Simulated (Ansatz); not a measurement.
# Ti4CN5: the cost of one run

Computed with Ansatz 0.2.0 (DFT PBEsol, scalar-relativistic, plane waves, PAW, unless a step's input says otherwise).

4 further runs of the same task are left out: 3 that didn't finish, 1 set aside as unsound or not needed.

## (1) The system as given

Symmetry: P3m1, No. 156, trigonal system. The conventional cell has a = 2.973 Å, b = 2.973 Å, c = 26.709 Å, α = 90.00°, β = 90.00°, γ = 120.00°. N (site symmetry 3m) is surrounded by 3 Ti at 2.10 Å. Around Ti (site symmetry 3m) lie 6 N at 2.10 Å. N (site symmetry 3m) is surrounded by 6 Ti at 2.10 Å. N (site symmetry 3m) is surrounded by 6 Ti at 2.10 to 2.11 Å. Ti (site symmetry 3m) has 6 N at 2.05 to 2.11 Å in its first shell of neighbours. N (site symmetry 3m) is surrounded by 6 Ti at 2.05 to 2.28 Å. Ti (site symmetry 3m) is surrounded by 6 N at 1.89 to 2.28 Å. Only part of the 9 independent sites is listed.

Structure file:

```
N Ti
1.0
     2.97263    0.00000    0.00000
    -1.48632    2.57437    0.00000
     0.00000    0.00000   26.70857
N Ti
5 4
Direct
  0.33333 0.66667 0.31825
  0.00000 0.00000 0.40912
  0.66667 0.33333 0.50011
  0.33333 0.66667 0.58836
  0.00000 0.00000 0.67391
  0.66667 0.33333 0.36369
  0.33333 0.66667 0.45456
  0.00000 0.00000 0.54614
  0.66667 0.33333 0.64471
```

Planes are indexed in the bulk's conventional cell (Fm-3m (No. 225)), a = 4.204 Å, b = 4.204 Å, c = 4.204 Å, α = 90.00°, β = 90.00°, γ = 90.00°.

It is a (111) slab, 9.7 Å thick as cut, with 17 Å of vacuum; its outer planes are N (top) and N (bottom). An earlier relaxation, lower half held, gave -11800.2967 eV, work function 7.02 eV (top face), 8.15 eV (bottom face), dipole along +c 0.048 e·Å per cell.

## (2) Start: C, top (N)

input.yaml reads:

```yaml
crystal:
  lattice:
    - [2.9726300482, 0.0, 0.0]
    - [-1.4863150241, 2.5743731378, 0.0]
    - [0.0, 0.0, 28.7085690827]
  atoms:
    - { symbol: "N", position: [0.3333333333, 0.6666666667, 0.2960788459] }
    - { symbol: Ti, position: [0.6666666667, 0.3333333333, 0.338350933] }
    - { symbol: "N", position: [0.0, 0.0, 0.3806230202] }
    - { symbol: Ti, position: [0.3333333333, 0.6666666667, 0.4228951074] }
    - { symbol: "N", position: [0.6666666667, 0.3333333333, 0.465272404] }
    - { symbol: Ti, position: [0.0, 0.0, 0.5080888438] }
    - { symbol: "N", position: [0.3333333333, 0.6666666667, 0.5473738741] }
    - { symbol: Ti, position: [0.6666666667, 0.3333333333, 0.5997961546] }
    - { symbol: "N", position: [0.0, 0.0, 0.6269572346] }
    - { symbol: C, position: [0.0, 0.0, 0.6785097865] }
basis:
  ecutwfc: 420
kpoints:
  mp_grid: { grid: [12, 12, 1] }
hamiltonian:
  xc: pbesol
scf:
  occupations: { method: gaussian, width: 0.1 }
output:
  forces: true
  eigenvalues: true
  write_density: true
  write_potential: true
  elf: true
  volumetric_format: npy
relax:
  adjacent_minimum: "off"
  f_tol: 0.03
  max_steps: 70
  constraints: [{ sites: [0, 1, 2, 3] }]
efield:
  axis: 3
  dipole_correction: true
  ramp_width: 0.04
```

On the command line:

```sh
ansatz run input.yaml --threads 2 --pin off --max-ram 5120MiB --backend cpu --events-out ev --progress --plain --runs-dir out
```

Q: Estimate wall time and peak memory on 2 threads of Arm Neoverse V2, shared host.

About 1.8 min, with a peak of 0.52 GiB.
